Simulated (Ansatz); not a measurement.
# C7H7F: how energies converge with the basis set

Aim: see how fast density functionals converge with the basis set for C7H7F.

Method: one geometry, several basis sets; program: Ansatz 0.2.0, Gaussian basis.

Levels to be run: PBE0-D4/def2-SVP; ωB97M-V/def2-SVP; PBE0-D4/def2-QZVPP; ωB97M-V/def2-QZVPP; the functionals' def2-TZVPP values are taken from earlier runs.

1 further run of the same task is left out (it didn't finish).

## (1) The geometry

An earlier PBE0-D4 in a triple-zeta def2 set relaxation fixed the geometry.

SMILES `Cc1ccc(F)cc1`, 15 atoms, charge 0, spin multiplicity 1.

Atoms are counted from 1 here; the program's logs count them from 0.

Bond lengths: C1–C2 1.499 Å, C1–H9 1.095 Å, C1–H10 1.092 Å, C1–H11 1.092 Å, C2–C3 1.392 Å, C2–C8 1.392 Å, C3–C4 1.386 Å, C3–H12 1.085 Å, C4–C5 1.380 Å, C4–H13 1.083 Å, C5–F6 1.341 Å, C5–C7 1.380 Å, C7–C8 1.386 Å, C7–H14 1.083 Å, C8–H15 1.085 Å. Angles: C2–C1–H9 111.1°, C2–C1–H10 111.4°, C2–C1–H11 111.4°, H9–C1–H10 107.4°, H9–C1–H11 107.4°, H10–C1–H11 108.1°, C1–C2–C3 121.0°, C1–C2–C8 121.0°, C3–C2–C8 118.0°, C2–C3–C4 121.5°, C2–C3–H12 119.4°, C4–C3–H12 119.1°, C3–C4–C5 118.6°, C3–C4–H13 121.7°, C5–C4–H13 119.7°, C4–C5–F6 119.1°, C4–C5–C7 121.8°, F6–C5–C7 119.1° and more.

## (2) PBE0-D4 in def2-SVP

The input, in.yaml:

```yaml
crystal:
  periodic: [false, false, false]
  atoms:
    - {symbol: C, position_ang: [0.706643, -2.066741, 0.469171]}
    - {symbol: C, position_ang: [0.240183, -0.680866, 0.140506]}
    - {symbol: C, position_ang: [0.991810, 0.432939, 0.502920]}
    - {symbol: C, position_ang: [0.556483, 1.720514, 0.230360]}
    - {symbol: C, position_ang: [-0.650821, 1.886588, -0.417126]}
    - {symbol: F, position_ang: [-1.080243, 3.127175, -0.688778]}
    - {symbol: C, position_ang: [-1.425053, 0.809496, -0.797856]}
    - {symbol: C, position_ang: [-0.969228, -0.468607, -0.514664]}
    - {symbol: H, position_ang: [0.337745, -2.384205, 1.449514]}
    - {symbol: H, position_ang: [1.796323, -2.123408, 0.496882]}
    - {symbol: H, position_ang: [0.348203, -2.791369, -0.264227]}
    - {symbol: H, position_ang: [1.941649, 0.293352, 1.008500]}
    - {symbol: H, position_ang: [1.140759, 2.588863, 0.508666]}
    - {symbol: H, position_ang: [-2.364336, 0.977422, -1.310119]}
    - {symbol: H, position_ang: [-1.570115, -1.321120, -0.813759]}
basis:
  gaussian: {orbitals: def2-SVP}
hamiltonian: {xc: pbe0, dispersion: d4}
output: {orbitals: {seedname: orbitals}}
```

On the command line:

```sh
ansatz run in.yaml --threads 2 --pin off --events-out ev --progress --plain --max-ram 32768MiB --backend cpu
```

The runs that follow: ωB97M-V in def2-SVP; PBE0-D4 in def2-QZVPP; ωB97M-V in def2-QZVPP.

**Question.** What will the summary of the whole plan be? Wanted: PBE0-D4: double and triple zeta above quadruple; ωB97M-V: double and triple zeta above quadruple.

The runs gave:

| quantity | value |
| --- | --- |
| PBE0-D4: double and triple zeta above quadruple | 11.66, 0.52 eV |
| ωB97M-V: double and triple zeta above quadruple | 12.05, 0.49 eV |

For PBE0-D4 the step from double to triple zeta gains 11.14 eV and the next only 0.52 eV. Total energies overstate the basis error of differences, where much of it tends to cancel.
